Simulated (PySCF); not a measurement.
**The bond of BBr, level by level**

An exercise on one series of results from a longer session: the logs are not shown, and one member is left open.

Computed with PySCF 2.14.0. Level: B jorge-DZP-DKH, Br jorge-DZP-DKH, spin-free X2C with a Gaussian nucleus.

Set-up of the first run:

The job is set up so:

| Property | Result |
| --- | --- |
| atoms | B, Br |
| charge | 0 |
| basis | B jorge-DZP-DKH, Br jorge-DZP-DKH |
| Hamiltonian | spin-free X2C with a Gaussian nucleus |
| basis functions | 58 |
| electrons treated | 40 |
| masses in u | 11.0093, 78.9183 |
| levels | PBE0, PBE, r²SCAN, r²SCAN0, revPBE, MN15, HF, MP2, SCS-MP2, CCSD, CCSD(T) |
| grid | 80 radial by 434 angular points |
| occupations | held fixed by the projection of orbital angular momentum |
| dissociation limit | B + Br, each in its ground configuration |
| starting distance in angstrom | 1.930 |
| values of 2S to try | 0, 2 |

Steps of the session up to this table: Input; PBE0 along the bond; Other states along the same grid; PBE; r²SCAN (meta-GGA); r²SCAN0 (hybrid meta-GGA); revPBE; MN15 (hybrid meta-GGA); RHF (mean field); Correlated methods on the Hartree–Fock reference.

One of the session's tables, all rows but one given; the rest of the session is left out.

It belongs to the step «The curves together». Energy (eV) from each level's lowest point:

```
R (Å)    RHF  RHF-MP2  RHF-SCS-MP2  RHF-CCSD  RHF-CCSD(T)
1.631  0.931    0.676        0.723       n/a          n/a
1.707  0.408    0.244        0.272     0.292        0.297
1.783  0.124    0.043        0.054     0.062        0.064
1.840  0.026    0.000        0.000     0.000        0.000
1.897  0.000    0.025        0.014     0.007        0.005
1.954  0.028    0.101        0.079     0.066        0.061
2.030  0.128    0.257        0.222     0.202        0.193
2.125      ?        ?            ?         ?            ?
2.239  0.603    0.860        0.794     0.756        0.736
2.390  1.023    1.352        1.267       n/a          n/a
```

**Question.** Estimate the row for R (Å) = 2.125.

Worked estimate for «RHF». A straight line through the neighbours (2.030, 0.128) and (2.239, 0.603) gives 0.128 + (0.603 − 0.128) × (2.125 − 2.030) / (2.239 − 2.030) = 0.344; a parabola fitted to 4 rows on both sides gives 0.326.

**Answer.** RHF: 0.319; RHF-MP2: 0.511; RHF-SCS-MP2: 0.460; RHF-CCSD: 0.432; RHF-CCSD(T): 0.418. In «RHF» the line misses by +0.025 and the parabola by +0.007.

State 2 has its PBE0 minimum 2.02 eV higher. The other levels ran on the lowest alone.
